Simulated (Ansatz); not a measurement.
Run this with the Python package of Ansatz (0.2.0) and show what comes out.

The script, `adiabatic_brh4psi.py`:
```python
import ansatz
import numpy as np

geometry_ang = [
    ("P", [1.3036, -0.2754, -0.6335]),
    ("Si", [-0.7457, 0.2807, -0.0043]),
    ("Br", [-2.1459, -1.3089, -0.6296]),
    ("H", [1.4805, -1.3472, 0.2714]),
    ("H", [1.9949, 0.6723, 0.1553]),
    ("H", [-1.1235, 1.5701, -0.633]),
    ("H", [-0.764, 0.4084, 1.4737]),
]
mol = ansatz.Crystal.molecule()
for symbol, xyz in geometry_ang:
    mol = mol.atom(symbol, xyz)

calc = mol.calculation()
calc = calc.basis(gaussian="def2-SVP")
calc = calc.functional("cam_b3lyp")
symbols = [site.symbol for site in mol.cartesian_sites]
start = np.array([site.position_ang for site in mol.cartesian_sites], dtype=float)
summary = calc.relax(force_tolerance=0.01).run(threads=1).report
end = np.array(summary["positions_ang"])

minimum = ansatz.Crystal.molecule()
for symbol, place in zip(symbols, end):
    minimum = minimum.atom(symbol, place.tolist())
ion = (
    minimum.calculation()
    .basis(gaussian="def2-SVP")
    .functional("cam_b3lyp")
    .charge(1)
    .spin("collinear", total=1)
)
vertical = ion.run(threads=1).report
settled = ion.relax(force_tolerance=0.01, max_steps=80).run(threads=1).report
print(f"vertical ionisation energy   {vertical['free_energy_ev'] - summary['free_energy_ev']:.3f} eV")
print(f"adiabatic, no zero point     {settled['free_energy_ev'] - summary['free_energy_ev']:.3f} eV")
print(f"relaxation energy of the ion {vertical['free_energy_ev'] - settled['free_energy_ev']:.3f} eV")
ionised = np.array(settled["positions_ang"])
print("final positions (A) and the move of each atom")
for symbol, xyz, old in zip(symbols, ionised, end):
    print(f"{symbol:2s} {xyz[0]:10.5f} {xyz[1]:10.5f} {xyz[2]:10.5f}   {np.linalg.norm(xyz - old):7.4f}")
```

Running `python adiabatic_brh4psi.py` prints:
```text
vertical ionisation energy   9.939 eV
adiabatic, no zero point     9.070 eV
relaxation energy of the ion 0.869 eV
final positions (A) and the move of each atom
P     1.25485   -0.19709   -0.30458    0.4054
Si   -0.99702    0.36437    0.07402    0.2961
Br   -2.07273   -1.40040   -0.58397    0.1410
H     1.65934   -1.53629   -0.11643    0.4892
H     2.30709    0.62289    0.16248    0.3324
H    -1.16160    1.56311   -0.76677    0.1614
H    -0.99003    0.58340    1.53525    0.2360
```

The energies are electronic: no zero-point or thermal terms, and the basis set is short of its limit. The product may relax into another structure. Each relaxation finds its nearest minimum, which needn't be the lowest. Run time: 2.5 min on 1 thread of Arm Neoverse V1, on a shared host, peak memory 0.39 GiB.
